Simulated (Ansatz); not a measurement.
# Be: the cost of one run

Program: Ansatz 0.2.0. Level of theory: DFT PBE+D3(BJ), plane waves, PAW, scalar-relativistic, no spin polarisation. These are calculated values, not measurements.

## (1) Starting point

The cell holds 36 atoms (Be36): a = 6.983 Å, b = 6.983 Å, c = 7.295 Å, α = 90.00°, β = 90.00°, γ = 120.00°.

Its coordinates follow in the input file.

## (2) Run 1

150 steps of 0.75 fs under a Nosé-Hoover thermostat at 4200 K.

Contents of input.yaml:

```yaml
crystal:
  lattice:
    - [6.982643, 0.0, 0.0]
    - [-3.491321, 6.047146, 0.0]
    - [0.0, 0.0, 7.294534]
  atoms:
    - { symbol: Be, position: [0.0, 0.0, 0.0] }
    - { symbol: Be, position: [0.1111111, 0.2222222, 0.25] }
    - { symbol: Be, position: [0.0, 0.0, 0.5] }
    - { symbol: Be, position: [0.1111111, 0.2222222, 0.75] }
    - { symbol: Be, position: [0.0, 0.3333333, 0.0] }
    - { symbol: Be, position: [0.1111111, 0.5555556, 0.25] }
    - { symbol: Be, position: [0.0, 0.3333333, 0.5] }
    - { symbol: Be, position: [0.1111111, 0.5555556, 0.75] }
    - { symbol: Be, position: [0.0, 0.6666667, 0.0] }
    - { symbol: Be, position: [0.1111111, 0.8888889, 0.25] }
    - { symbol: Be, position: [0.0, 0.6666667, 0.5] }
    - { symbol: Be, position: [0.1111111, 0.8888889, 0.75] }
    - { symbol: Be, position: [0.3333333, 0.0, 0.0] }
    - { symbol: Be, position: [0.4444444, 0.2222222, 0.25] }
    - { symbol: Be, position: [0.3333333, 0.0, 0.5] }
    - { symbol: Be, position: [0.4444444, 0.2222222, 0.75] }
    - { symbol: Be, position: [0.3333333, 0.3333333, 0.0] }
    - { symbol: Be, position: [0.4444444, 0.5555556, 0.25] }
    - { symbol: Be, position: [0.3333333, 0.3333333, 0.5] }
    - { symbol: Be, position: [0.4444444, 0.5555556, 0.75] }
    - { symbol: Be, position: [0.3333333, 0.6666667, 0.0] }
    - { symbol: Be, position: [0.4444444, 0.8888889, 0.25] }
    - { symbol: Be, position: [0.3333333, 0.6666667, 0.5] }
    - { symbol: Be, position: [0.4444444, 0.8888889, 0.75] }
    - { symbol: Be, position: [0.6666667, 0.0, 0.0] }
    - { symbol: Be, position: [0.7777778, 0.2222222, 0.25] }
    - { symbol: Be, position: [0.6666667, 0.0, 0.5] }
    - { symbol: Be, position: [0.7777778, 0.2222222, 0.75] }
    - { symbol: Be, position: [0.6666667, 0.3333333, 0.0] }
    - { symbol: Be, position: [0.7777778, 0.5555556, 0.25] }
    - { symbol: Be, position: [0.6666667, 0.3333333, 0.5] }
    - { symbol: Be, position: [0.7777778, 0.5555556, 0.75] }
    - { symbol: Be, position: [0.6666667, 0.6666667, 0.0] }
    - { symbol: Be, position: [0.7777778, 0.8888889, 0.25] }
    - { symbol: Be, position: [0.6666667, 0.6666667, 0.5] }
    - { symbol: Be, position: [0.7777778, 0.8888889, 0.75] }
basis:
  ecutwfc: 420.0
kpoints:
  mp_grid: { grid: [2, 2, 2] }
hamiltonian:
  xc: pbe
  dispersion: d3bj
scf:
  occupations: { method: fermi_dirac, width: 0.36 }
  lower_state_search: "off"
md:
  timestep: 0.75
  n_steps: 150
  ensemble: nvt_nose_hoover
  temperature: 4200.0
  initial_velocities: zero
  seed: 368882
  nose_hoover: { tau: 100.0, chain_length: 1 }
```

Started as:

```sh
$ ansatz run input.yaml --threads 1 --pin off --max-ram 3072MiB --backend cpu --events-out ev --progress --plain --runs-dir out
```

**Question.** How long does this run take on 1 thread of an Arm CPU, shared host, and how much memory does it need?

About 9.2 min, with a peak of 0.64 GiB.
